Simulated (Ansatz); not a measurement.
**PH (SMILES [PH]) at RPA@PBE/3-21G**

What is the electronic atomisation energy of PH at RPA@PBE/3-21G? 

The results are computed with Ansatz 0.2.0.

57 further runs of the same task are left out: 57 set aside as unsound or not needed.

## (1) The system as given

PH: 2 atoms, total charge 0, spin state triplet. SMILES: `[PH]`. The shape is that of a GFN2-xTB optimisation.

Bond lengths: P1–H2 1.399 Å.

## (2) A single-point energy at RPA@PBE/3-21G

Input file input.yaml:

```yaml
crystal:
  periodic: [false, false, false]
  atoms:
    - {symbol: P, position_ang: [0.000000, 0.000000, 0.000000]}
    - {symbol: H, position_ang: [0.000000, 0.000000, 1.399070]}
basis:
  gaussian: {orbitals: 3-21G.json}
magnetization: {spin_polarized: true, initial_magnetization: 2}
hamiltonian: {xc: pbe}
correlation: {method: rpa, frozen_orbitals: {H: 0, P: 5}}
accuracy: high
```

The basis set 3-21G is read from a file made from the Basis Set Exchange's data (not shown).

Run with:

```sh
$ ansatz run input.yaml --threads 1 --pin off --max-ram 2610MiB --events-out events.jsonl --progress --plain --runs-dir runs
```

Standard output:

```text
Warning: RAYON_NUM_THREADS=1 ignored (pool sized by the plan → 1); use --threads N
Functional definition: PBE
  name "PBE"
  parameter kappa = 0.804
  parameter beta = 0.06672455060314922
  exchange = pbe_x(kappa = kappa, mu = beta*pi^2/3)
  correlation = pbe_c(beta = beta)
277 factors; integrals over basis functions are off by at most 2.2e-9 eV
mean field evaluation 1: about -9250.8061 eV, gradient 3.6e0 eV
mean field evaluation 2: about -9250.7994 eV, gradient 3.7e0 eV
mean field evaluation 4: about -9250.9180 eV, gradient 4.9e-1 eV
mean field evaluation 8: about -9250.9200 eV, gradient 2.1e-3 eV
mean field evaluation 16: about -9250.9200 eV, gradient 1.4e-9 eV
mean field -9250.92002003 eV, -339.9650402372 hartree, gradient 1.4e-9 eV, S^2 2.002588; 0 other end points of the search recorded, 0 dependent functions left out
5 core orbitals not correlated: weight in the atoms' cores, before any rotation towards them, 1.000 or more for the frozen orbitals, at most 0.000 for the correlated occupied ones
reference -9239.52443399 eV, -339.5462601744 hartree; 4, 2 occupied and 6, 8 virtual orbitals, 277 factors
Total energy: -9241.70538747 eV, -339.6264087367 hartree
```

It took 0.72 s on 1 thread of Arm Neoverse V1, shared host; peak memory 0.091 GiB.

## (3) The H atom

Input file job.yaml:

```yaml
crystal:
  periodic: [false, false, false]
  atoms:
    - {symbol: H, position_ang: [0.000000, 0.000000, 0.000000]}
basis:
  gaussian:
    orbitals: 3-21G.json
accuracy: high
hamiltonian:
  xc: {name: PBE}
correlation:
  method: rpa
  frozen_orbitals: {H: 0}
magnetization:
  spin_polarized: true
  initial_magnetization: 1
```

The basis set 3-21G is read from a file made from the Basis Set Exchange's data (not shown).

Run the same way, it converges to -0.50137 Eh (log not shown).

## (4) The P atom

Input file job.yaml:

```yaml
crystal:
  periodic: [false, false, false]
  atoms:
    - {symbol: P, position_ang: [0.000000, 0.000000, 0.000000]}
basis:
  gaussian: {orbitals: 3-21G.json}
magnetization: {spin_polarized: true, initial_magnetization: 3}
hamiltonian: {xc: {name: PBE}}
correlation: {method: rpa, frozen_orbitals: {P: 5}}
accuracy: high
```

The basis set 3-21G is read from a file made from the Basis Set Exchange's data (not shown).

Run the same way, it converges to -339.04313 Eh (log not shown).

## (5) Summary of results

Level: RPA@PBE/3-21G, 5 core orbitals frozen.

| quantity | value |
| --- | --- |
| molecule: total energy | -339.62641 Eh |
| molecule: RPA correlation energy (valence) | -80.1 mEh |
| molecule: ⟨S²⟩ of the reference determinant | 2.003 |
| H atom: total energy | -0.50137 Eh |
| H atom: RPA correlation energy | -5.2 mEh |
| H atom: ⟨S²⟩ of the reference determinant | 0.750 |
| P atom: total energy | -339.04313 Eh |
| P atom: RPA correlation energy (valence) | -46.6 mEh |
| P atom: ⟨S²⟩ of the reference determinant | 3.750 |
| electronic atomisation energy | 2.229 eV |

What this shows: Taking the molecule apart into free atoms costs 2.23 eV (215 kJ/mol), before zero-point energy and without spin-orbit coupling. The basis has no polarisation functions, which makes bonds too weak.
